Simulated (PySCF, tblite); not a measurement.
**CH10GeO3Si2: geometry, infrared bands and NMR shifts**

Wanted: the infrared bands and NMR shifts of CH10GeO3Si2 (`[SiH3]O[SiH2]OC[O][GeH3]`), by calculation.

Computed with tblite 0.8.0 and PySCF 2.14.0, with density-fitted response routines of our own, on a single molecule in the gas phase. Atoms count from 0, in the outputs and in this text.

**1. Starting geometry**

17 atoms, charge 0, multiplicity 1; geometry from: force field or distance geometry start.

Bonds of the start (Å): Si0–O1 1.72, O1–Si2 1.74, Si2–O3 1.69, O3–C4 1.39, C4–O5 1.40, O5–Ge6 1.80, Si0–H7 1.48, Si0–H8 1.45, Si0–H9 1.48, Si2–H10 1.47, Si2–H11 1.46, C4–H12 1.11, C4–H13 1.10, Ge6–H14 1.57, Ge6–H15 1.53, Ge6–H16 1.56.

**2. Geometry optimisation with GFN2-xTB**

The job: settings as JSON, then the geometry in Å.

```
{"job": {"kind": "relax", "xc": "GFN2-xTB", "basis": "xTB"}, "charge": 0, "multiplicity": 1}
Si    -2.990400     1.108900     0.550100
O     -2.353100    -0.469100     0.777300
Si    -1.149600    -0.775700    -0.436900
O      0.339400    -0.401600     0.258800
C      1.314400    -1.382400     0.088400
O      2.440200    -0.872000     0.737900
Ge     2.949200     0.701800     0.033200
H     -3.798300     1.398300     1.759400
H     -1.952800     2.115200     0.453500
H     -3.843000     1.029000    -0.656000
H     -1.493400     0.120900    -1.556100
H     -1.266500    -2.139300    -0.936400
H      1.525600    -1.582500    -0.984400
H      0.989900    -2.290800     0.625200
H      2.043700     1.085900    -1.185000
H      4.416700     0.548100    -0.358700
H      2.820900     1.817400     1.118700
```

The run is started by

```
OMP_NUM_THREADS=1 python probes_run.py task.json out
```

One launch serves the whole session: the jobs run in the order shown.

**Question.** This job is followed by: GFN2-xTB harmonic vibrations, gas phase; GIAO PBE0/pcSseg-1 NMR shielding, non-relativistic, gas phase. Predict these results of the whole session: strongest single infrared mode (GFN2-xTB); zero-point energy (GFN2-xTB); 13C shifts against TMS (PBE0/pcSseg-1); 1H shifts against TMS (PBE0/pcSseg-1, means over atoms taken as alike); 29Si shifts against TMS (PBE0/pcSseg-1); 17O shifts against H2O (PBE0/pcSseg-1); 73Ge shifts against GeMe4 (PBE0/pcSseg-1); surface potential, 1st and 99th percentile.

The runs gave:

| quantity | value |
| --- | --- |
| strongest single infrared mode (GFN2-xTB) | 1090 cm⁻¹, 705 km/mol |
| zero-point energy (GFN2-xTB) | 64.5 kcal/mol |
| 13C shifts against TMS (PBE0/pcSseg-1) | 87.2 ppm |
| 1H shifts against TMS (PBE0/pcSseg-1, means over atoms taken as alike) | 5.46, 5.29, 4.99, 4.87 ppm |
| 29Si shifts against TMS (PBE0/pcSseg-1) | -40.5, -40.6 ppm |
| 17O shifts against H2O (PBE0/pcSseg-1) | 94.8, 43.4, 25.4 ppm |
| 73Ge shifts against GeMe4 (PBE0/pcSseg-1) | -108 ppm |
| surface potential, 1st and 99th percentile | -1.42 V and 1.64 V |

The optimisation took 248 steps and gained 1.304 eV; among the close pairs (by a distance rule), O1–Si2 changed most, from 1.737 to 1.605 Å. All 45 modes are real, so the xTB geometry is a minimum. Unscaled tight-binding wavenumbers are off by several per cent, some by more. Its intensities can rank the bands wrongly. H12, H13 (mean) (hydrogen on an sp3 carbon bearing two oxygens) lies farthest downfield among hydrogen, at 5.46 ppm; its carbon carries O, an electronegative neighbour. At PBE0/pcSseg-1: The widest tensor belongs to Ge6: span 288 ppm, with a paramagnetic part of -1318 ppm. Spin-orbit coupling is left out, which matters for shieldings and couplings at and beside the heavy atoms.
